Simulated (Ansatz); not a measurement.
Crystal: TiSeS.

```
Se Ti S
1.0
     3.48827    0.00000    0.00000
    -1.74413    3.02093    0.00000
     0.00000    0.00000    6.18189
Se Ti S
1 1 1
Direct
  0.66667 0.33333 0.24321
  0.33333 0.66667 0.98598
  0.00000 0.00000 0.77081
```

The cell comes from a database or a generator and needn't be the stable form of this composition.

| Property | Result |
| --- | --- |
| Program | Ansatz 0.2.0 |
| Task | relaxation of cell and atoms |
| Functional | revPBE |
| Potentials or basis | Ansatz PAW |
| Cutoff | 420 eV (not typed: the program's choice for these potentials) |
| k mesh | 9 × 9 × 5 |
| Occupations | fermi-dirac, width 0.05 eV |
| Spin | no spin polarisation |

At the start: volume 21.71 Å³/atom.

Question: Where does the relaxation end?

Answer: It ends after 19 steps and the volume is 29.89 Å³/atom (+37.6 %); space group P3m1 (No. 156, to 0.05 Å).

The path:
```tsv
step	energy change (eV)	largest force (eV/Å)	volume (Å³)
1	0.0000	0.3150	65.14
2	-0.0374	0.1035	69.14
3	-0.0555	0.0610	72.75
4	-0.0635	0.0379	74.82
5	-0.0641	0.0173	75.89
6	-0.0642	0.0017	75.59
7	-0.0711	0.0021	75.59
8	-0.0758	0.0043	77.46
9	-0.0808	0.0178	80.76
10	-0.0819	0.0205	82.39
11	-0.0821	0.0010	83.01
12	-0.0821	0.0009	83.66
13	-0.0840	0.0005	83.66
14	-0.0847	0.0072	85.11
15	-0.0854	0.0318	88.29
16	-0.0855	0.0010	88.65
17	-0.0854	0.0057	90.05
18	-0.0855	0.0012	89.66
19	-0.0860	0.0015	89.66
```

Final structure:
```
Se Ti S
1.0
     3.50520    0.00000    0.00000
    -1.75260    3.03559    0.00000
     0.00000    0.00000    8.42641
Se Ti S
1 1 1
Direct
  0.66667 0.33333 0.18184
  0.33333 0.66667 0.98858
  0.00000 0.00000 0.82959
```

Caveat: the volume moved by over 15 % at a fixed basis, so the end points are rough; the plane-wave basis is chosen anew once the cell has moved, so the energies of steps on either side of that aren't comparable; this functional lacks dispersion, which binds the layers, so the pressure and a relaxed spacing across them are unreliable, and here the layers came unbound; the PAW data sets come from PBE, with cores solved anew for the run's functional, which leaves a small shift of forces and pressure.
